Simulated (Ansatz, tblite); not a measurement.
**The cluster Co₃S₂+: one state, many levels**

How do method and basis change the picture of the cluster Co₃S₂+ (singlet)?

Method: as each input shows; program: Ansatz 0.2.0, Gaussian basis.

Plan: GFN1-xTB, GFN2-xTB, PBE-D4/def2-TZVP, r2SCAN-D4/def2-TZVP, revPBE-D4/def2-TZVP, PBE-QIDH/def2-TZVP, BLYP-D4/def2-TZVP, PBE-D4/def2-SVP, PBE0-D4/def2-SVP, HF/STO-3G, MP2/def2-TZVP.

3 further runs of the same task are left out: 1 that didn't finish, 2 set aside as unsound or not needed.

### Step 1. The relaxed structure

The geometry is that of the singlet, from an earlier relaxation (r2SCAN-D4/def2-SVP). At that level it is the lowest of the isomers that a small search found.

5 atoms, charge 1, spin multiplicity 1.

Bond lengths: Co1–S4 2.165 Å, Co1–S5 2.165 Å, Co2–S4 2.165 Å, Co2–S5 2.165 Å, Co3–S4 2.166 Å, Co3–S5 2.166 Å. Angles: S4–Co1–S5 106.8°, S4–Co2–S5 106.8°, S4–Co3–S5 106.8°, Co1–S4–Co2 62.2°, Co1–S4–Co3 62.2°, Co2–S4–Co3 62.2°, Co1–S5–Co2 62.2°, Co1–S5–Co3 62.2°, Co2–S5–Co3 62.2°.

No spin-orbit coupling is included. The ion is computed in the gas phase, without counter-ions or solvent.

PBE0-D4/def2-TZVP was run before; its log isn't repeated, and its numbers join the tables.

### Step 2. GFN1-xTB

Tight binding, by tblite at 300 K electronic temperature and without a spin-polarisation term:

```python
tblite.interface.Calculator('GFN1-xTB', numbers, positions, charge=1, uhf=0).singlepoint()
```

Energy -471.3312 eV, HOMO -18.30 eV, LUMO -18.08 eV; 0.019 s.

### Step 3. GFN2-xTB

Tight binding, by tblite at 300 K electronic temperature and without a spin-polarisation term:

```python
tblite.interface.Calculator('GFN2-xTB', numbers, positions, charge=1, uhf=0).singlepoint()
```

Energy -460.4471 eV, HOMO -15.10 eV, LUMO -14.97 eV; 0.022 s.

### Step 4. PBE-D4/def2-TZVP

start.molden holds the orbitals of an earlier run on this state, given as this run's starting guess.

in.yaml

```yaml
crystal:
  periodic: [false, false, false]
  atoms:
    - {symbol: Co, position_ang: [1.227764, 0.374518, -0.137409]}
    - {symbol: Co, position_ang: [-0.291503, -1.257579, 0.027918]}
    - {symbol: Co, position_ang: [-0.936478, 0.883152, 0.109470]}
    - {symbol: S, position_ang: [0.195496, -0.007182, 1.727108]}
    - {symbol: S, position_ang: [-0.195279, 0.007091, -1.727096]}
basis:
  gaussian: {orbitals: def2-TZVP, initial_orbitals: start.molden}
total_charge: 1
hamiltonian: {xc: pbe, dispersion: d4}
scf: {omitted_lower_state_checks: [starts]}
output: {forces: true, orbitals: {seedname: orbitals}}
```

Command:

```bash
> ansatz run in.yaml --threads 4 --pin off --events-out ev --progress --plain --max-ram 4787MiB
```

The runs that follow: r2SCAN-D4/def2-TZVP; revPBE-D4/def2-TZVP; PBE-QIDH/def2-TZVP; BLYP-D4/def2-TZVP; PBE-D4/def2-SVP; PBE0-D4/def2-SVP; HF/STO-3G; MP2/def2-TZVP.

Before running them: what should the planned runs give, taken together? Wanted: gap in def2-TZVP, named functionals, smallest and largest; correlation energy, MP2/def2-TZVP; PBE0 total energy, smallest basis above largest.

The runs gave:

| quantity | value |
| --- | --- |
| gap in def2-TZVP, named functionals, smallest and largest | 0.09 eV (PBE-D4), 2.91 eV (PBE0-D4) |
| correlation energy, MP2/def2-TZVP | -62.01 eV |
| PBE0 total energy, smallest basis above largest | 23.80 eV (def2-SVP, def2-TZVP) |

**Reading.** Orbital gaps of the named functionals in def2-TZVP span 0.09 eV (PBE-D4) to 2.91 eV (PBE0-D4); exact exchange widens it.
